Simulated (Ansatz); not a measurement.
# C2H5AlN2 (SMILES C#[C][Al]([NH2])[NH2]): CCSD/def2-SVP

What is the electronic atomisation energy of C2H5AlN2 at CCSD/def2-SVP? 

The calculation is run with Ansatz 0.2.0.

62 further runs of the same task are left out: 1 that didn't finish, 61 set aside as unsound or not needed.

## (1) The molecule

C2H5AlN2: 10 atoms, total charge 0, spin state singlet. As SMILES, `C#[C][Al]([NH2])[NH2]`. The coordinates come from a PBE0-D4/def2-TZVP relaxation.

Bond lengths: C1–C2 1.210 Å, C2–Al3 1.908 Å, Al3–N4 1.763 Å, Al3–N5 1.763 Å, C1–H6 1.067 Å, N4–H7 1.006 Å, N4–H8 1.006 Å, N5–H9 1.006 Å, N5–H10 1.006 Å. Some angles: C1–C2–Al3 180.0°, C2–Al3–N4 118.9°, C2–Al3–N5 118.9°, N4–Al3–N5 122.2°, C2–C1–H6 180.0°, Al3–N4–H7 126.4°, Al3–N4–H8 123.3°, Al3–N5–H9 123.3°, Al3–N5–H10 126.4°, H7–N4–H8 110.4°.

## (2) A single-point energy at CCSD/def2-SVP

Input file in.yaml:

```yaml
basis:
  gaussian:
    orbitals: def2-SVP
crystal:
  periodic: [false, false, false]
  atoms:
    - {symbol: C, position_ang: [-2.368100, 1.221100, 0.873300]}
    - {symbol: C, position_ang: [-1.345900, 0.693600, 0.497800]}
    - {symbol: Al, position_ang: [0.265700, -0.138000, -0.094200]}
    - {symbol: "N", position_ang: [0.247600, -1.861100, -0.467000]}
    - {symbol: "N", position_ang: [1.722400, 0.842900, -0.249900]}
    - {symbol: H, position_ang: [-3.269100, 1.686000, 1.204200]}
    - {symbol: H, position_ang: [1.027400, -2.410800, -0.785900]}
    - {symbol: H, position_ang: [-0.574800, -2.435200, -0.383700]}
    - {symbol: H, position_ang: [1.750000, 1.827100, -0.041300]}
    - {symbol: H, position_ang: [2.627700, 0.523400, -0.550300]}
scf:
  omitted_lower_state_checks: [cluster_reference, increment]
correlation:
  method: ccsd
  frozen_orbitals: {Al: 5, C: 1, H: 0, "N": 1}
accuracy: high
```

The run is started by

```console
$ ansatz run in.yaml --threads 1 --pin off --max-ram 3480MiB --events-out events.jsonl --progress --plain --runs-dir runs
```

Standard output:

```text
Warning: RAYON_NUM_THREADS=1 ignored (pool sized by the plan → 1); use --threads N
Functional definition: HF
  name "HF"
  exchange = exact_x
  correlation = 0
these checks for a lower state are left out or cut short: cluster_reference, increment
2218 factors; integrals over basis functions are off by at most 1.4e-8 eV
mean field evaluation 1: about -11676.4153 eV, gradient 4.6e1 eV
mean field evaluation 2: about -11676.4260 eV, gradient 4.6e1 eV
mean field evaluation 4: about -11681.2699 eV, gradient 3.3e0 eV
mean field evaluation 8: about -11681.3104 eV, gradient 3.0e-4 eV
mean field -11681.31037193 eV, -429.2802382920 hartree, gradient 2.3e-8 eV, S^2 0.000000; 0 other end points of the search recorded, 0 dependent functions left out
9 core orbitals not correlated: weight in the atoms' cores, before any rotation towards them, 1.000 or more for the frozen orbitals, at most 0.000 for the correlated occupied ones
reference -11681.31037193 eV, -429.2802382920 hartree; 13, 13 occupied and 77, 77 virtual orbitals, 2218 factors
second order -17.59361516 eV of doubles, -0.00000000 eV of singles
cycle   1  -17.98419745 eV  change   -3.9e-1 eV  update   9.9e-2
cycle   2  -18.46227598 eV  change   -4.8e-1 eV  update   3.1e-2
cycle   3  -18.58399683 eV  change   -1.2e-1 eV  update   1.6e-2
cycle   4  -18.58488920 eV  change   -8.9e-4 eV  update   4.4e-3
cycle   5  -18.58622768 eV  change   -1.3e-3 eV  update   2.0e-3
cycle   6  -18.58639475 eV  change   -1.7e-4 eV  update   5.1e-4
cycle   7  -18.58630430 eV  change    9.0e-5 eV  update   1.8e-4
cycle   8  -18.58634169 eV  change   -3.7e-5 eV  update   5.4e-5
cycle   9  -18.58633760 eV  change    4.1e-6 eV  update   1.8e-5
cycle  10  -18.58632690 eV  change    1.1e-5 eV  update   6.8e-6
cycle  11  -18.58632625 eV  change    6.5e-7 eV  update   2.6e-6
cycle  12  -18.58632692 eV  change   -6.7e-7 eV  update   1.1e-6
cycle  13  -18.58632753 eV  change   -6.1e-7 eV  update   3.8e-7
cycle  14  -18.58632775 eV  change   -2.2e-7 eV  update   1.3e-7
cycle  15  -18.58632776 eV  change   -1.4e-8 eV  update   4.9e-8
cycle  16  -18.58632781 eV  change   -4.4e-8 eV  update   3.0e-8
cycle  17  -18.58632830 eV  change   -4.9e-7 eV  update   1.6e-7
cycle  18  -18.58632839 eV  change   -9.1e-8 eV  update   4.7e-8
cycle  19  -18.58632842 eV  change   -2.8e-8 eV  update   1.5e-8
cycle  20  -18.58632842 eV  change   8.5e-10 eV  update   4.9e-9
cycle  21  -18.58632842 eV  change    1.5e-9 eV  update   1.5e-9
Total energy: -11699.89670035 eV, -429.9632732630 hartree
Checks for a lower state left out: cluster_reference, increment
```

It took 20 s on 1 thread of Intel Xeon Platinum 8488C (Sapphire Rapids), shared host; peak memory 0.69 GiB.

## (3) The Al atom at the same level

Input file input.yaml:

```yaml
crystal:
  periodic: [false, false, false]
  atoms:
    - {symbol: Al, position_ang: [0.000000, 0.000000, 0.000000]}
basis:
  gaussian:
    orbitals: def2-SVP
scf:
  omitted_lower_state_checks: [cluster_reference, increment]
correlation:
  method: ccsd
  frozen_orbitals: {Al: 5}
magnetization:
  spin_polarized: true
  initial_magnetization: 1
accuracy: high
```

Run the same way, it converges to -241.83289 Eh (log not shown).

## (4) The C atom, same level

Input file run.yaml:

```yaml
crystal:
  periodic: [false, false, false]
  atoms:
    - {symbol: C, position_ang: [0.000000, 0.000000, 0.000000]}
basis:
  gaussian: {orbitals: def2-SVP}
scf: {omitted_lower_state_checks: [cluster_reference, increment]}
accuracy: high
magnetization: {spin_polarized: true, initial_magnetization: 2}
correlation: {method: ccsd, frozen_orbitals: {C: 1}}
```

Run the same way, it converges to -37.71440 Eh (log not shown).

## (5) The H atom: the energy at UHF/def2-SVP

Input file molecule.yaml:

```yaml
crystal:
  periodic: [false, false, false]
  atoms:
    - {symbol: H, position_ang: [0.000000, 0.000000, 0.000000]}
basis:
  gaussian: {orbitals: def2-SVP}
magnetization: {spin_polarized: true, initial_magnetization: 1}
hamiltonian: {xc: hf}
accuracy: high
```

Run the same way, it converges to -0.49928 Eh (log not shown).

## (6) The N atom

Input file in.yaml:

```yaml
crystal:
  periodic: [false, false, false]
  atoms:
    - {symbol: N, position_ang: [0.000000, 0.000000, 0.000000]}
basis:
  gaussian: {orbitals: def2-SVP}
correlation: {method: ccsd, frozen_orbitals: {"N": 1}}
magnetization: {spin_polarized: true, initial_magnetization: 3}
scf: {omitted_lower_state_checks: [cluster_reference, increment]}
accuracy: high
```

Run the same way, it converges to -54.42100 Eh (log not shown).

## (7) Results

At CCSD/def2-SVP, 9 core orbitals frozen:

```
                                             quantity          value
                               molecule: total energy  -429.96327 Eh
molecule: correlation energy (9 core orbitals frozen)     -683.0 mEh
                              molecule: T1 diagnostic          0.013
                                Al atom: total energy  -241.83289 Eh
 Al atom: correlation energy (5 core orbitals frozen)      -43.6 mEh
           Al atom: ⟨S²⟩ of the reference determinant          0.758
                               Al atom: T1 diagnostic          0.013
                                 C atom: total energy   -37.71440 Eh
   C atom: correlation energy (1 core orbital frozen)      -69.2 mEh
            C atom: ⟨S²⟩ of the reference determinant          2.007
                                C atom: T1 diagnostic          0.007
                                 H atom: total energy    -0.49928 Eh
                                         H atom: ⟨S²⟩          0.750
                                 N atom: total energy   -54.42100 Eh
   N atom: correlation energy (1 core orbital frozen)      -84.5 mEh
            N atom: ⟨S²⟩ of the reference determinant          3.757
                                N atom: T1 diagnostic          0.004
                        electronic atomisation energy      37.094 eV
```

**Reading.** Taking the molecule apart into free atoms costs 37.09 eV (3579 kJ/mol), before zero-point energy and without spin-orbit coupling.
